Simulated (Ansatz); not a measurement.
Crystal: ScRu3.

```
CELL_PARAMETERS angstrom
3.93844 0.00000 0.00000
0.00000 3.93844 0.00000
0.00000 0.00000 3.93844
ATOMIC_POSITIONS crystal
Ru 0.50000 0.50000 0.00000
Ru 0.50000 0.00000 0.50000
Ru 0.00000 0.50000 0.50000
Sc 0.00000 0.00000 0.00000
```

The cell comes from a database or a generator and needn't be the stable form of this composition.

```yaml
Program: Ansatz 0.2.0
Task: relaxation of cell and atoms
Functional: PBEsol
Dispersion: D4
Potentials_or_basis: Ansatz PAW
Cutoff: "420 eV (not typed: the program's choice for these potentials)"
k_mesh: 7 × 7 × 7
Occupations: fermi-dirac, width 0.05 eV
Spin: no spin polarisation
```

At the start: volume 15.27 Å³/atom.

Task: Where does the relaxation end?

Result: It ends after 5 steps and the volume is 14.39 Å³/atom (-5.8 %); space group Pm-3m (No. 221, to 0.05 Å).

Step by step:
```
step  energy change (eV)  largest force (eV/Å)  volume (Å³)
   1              0.0000                0.0000        61.09
   2             -0.1383                0.0000        58.04
   3             -0.1412                0.0000        57.52
   4             -0.1412                0.0000        57.57
   5             -0.1403                0.0000        57.57
```

Final structure:
```
CELL_PARAMETERS angstrom
3.86132 0.00000 0.00000
0.00000 3.86132 0.00000
0.00000 0.00000 3.86132
ATOMIC_POSITIONS crystal
Ru 0.50000 0.50000 0.00000
Ru 0.50000 0.00000 0.50000
Ru 0.00000 0.50000 0.50000
Sc 0.00000 0.00000 0.00000
```

Caveat: the plane-wave basis is chosen anew once the cell has moved, so the energies of steps on either side of that aren't comparable; pairwise dispersion overbinds metals, which lowers pressure and volume; the PAW data sets come from PBE, with cores solved anew for the run's functional, which leaves a small shift of forces and pressure.
